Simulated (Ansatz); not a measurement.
Crystal: WAu.

```
W Au
1.0
     0.00000    2.74798    2.74798
     2.74798    0.00000    2.74798
     2.74798    2.74798    0.00000
W Au
1 1
Direct
  0.00000 0.00000 0.00000
  0.75000 0.75000 0.75000
```

The cell was built by a generator and needn't be a form met in nature.

| Quantity | Value |
| --- | --- |
| Program | Ansatz 0.2.0 |
| Task | relaxation of cell and atoms |
| Functional | revPBE |
| Potentials or basis | Ansatz PAW |
| Cutoff | 420 eV (not typed: the program's choice for these potentials) |
| k mesh | 8 × 8 × 8 |
| Occupations | fermi-dirac, width 0.05 eV |
| Spin | no spin polarisation |

At the start: volume 20.75 Å³/atom.

Task: How do energy, volume and symmetry change on relaxing?

Result: It ends after 6 steps and the volume is 24.95 Å³/atom (+20.2 %); space group F-43m (No. 216, to 0.05 Å).

The path:
| step | energy change (eV) | largest force (eV/Å) | volume (Å³) |
| --- | --- | --- | --- |
| 1 | 0.0000 | 0.0000 | 41.50 |
| 2 | -0.7264 | 0.0000 | 47.87 |
| 3 | -0.7569 | 0.0000 | 49.31 |
| 4 | -0.7594 | 0.0000 | 49.86 |
| 5 | -0.7594 | 0.0000 | 49.90 |
| 6 | -0.7627 | 0.0000 | 49.90 |

Final structure:
```cif
data_structure
_symmetry_space_group_name_H-M 'P 1'
_symmetry_Int_Tables_number 1
_cell_length_a 4.1324
_cell_length_b 4.1324
_cell_length_c 4.1324
_cell_angle_alpha 60.000
_cell_angle_beta 60.000
_cell_angle_gamma 60.000
_cell_volume 49.90
loop_
_atom_site_label
_atom_site_type_symbol
_atom_site_fract_x
_atom_site_fract_y
_atom_site_fract_z
_atom_site_occupancy
W1 W 0.00000 0.00000 0.00000 1
Au1 Au 0.75000 0.75000 0.75000 1
```

Caveat: the volume moved by over 15 % at a fixed basis, so the end points are rough; the plane-wave basis is chosen anew once the cell has moved, so the energies of steps on either side of that aren't comparable; the PAW data sets come from PBE, with cores solved anew for the run's functional, which leaves a small shift of forces and pressure.
